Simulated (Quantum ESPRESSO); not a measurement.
Cu under changes of volume

One of the cells (11.859 Å³/atom); the others are scaled copies at fixed shape and fractional positions:

```
Cu
1.0
     0.00000    1.81000    1.81000
     1.81000    0.00000    1.81000
     1.81000    1.81000    0.00000
Cu
1
Direct
  0.00000 0.00000 0.00000
```

The cell was built by a generator and needn't be a form met in nature.

```yaml
Program: Quantum ESPRESSO 7.5
Functional: PBE
Potentials_or_basis: GBRV 1.5 PBE
Cutoff: 762 eV
Density_cutoff: 6095 eV
k_mesh: 20 × 20 × 20
Occupations: methfessel-paxton, width 0.2 eV
Spin: no spin polarisation
```

```csv
volume (Å³/atom),energy over the lowest point (meV/atom),pressure (GPa)
11.148,29.85,11.8
11.385,?,?
11.622,4.96,4.2
11.859,0.27,1.2
12.097,0.00,-1.7
12.334,3.62,-4.1
12.571,10.71,-6.4
```

Task: What does the run at 11.385 Å³/atom give?

Result: Energy over the lowest point 14.61 meV/atom; pressure 7.7 GPa.

Worked out: A Birch-Murnaghan fit of order 3 (a polynomial in V^(-2/3)) to the other rows has its minimum at 11.99 Å³/atom with B0 = V·E''(V) = 140 GPa and B' = 5.1. It gives 14.61 meV/atom at 11.385 Å³/atom, against the run's 14.61, and -dE/dV = 8.3 GPa, against 7.7.

Energies are extrapolated to zero smearing.
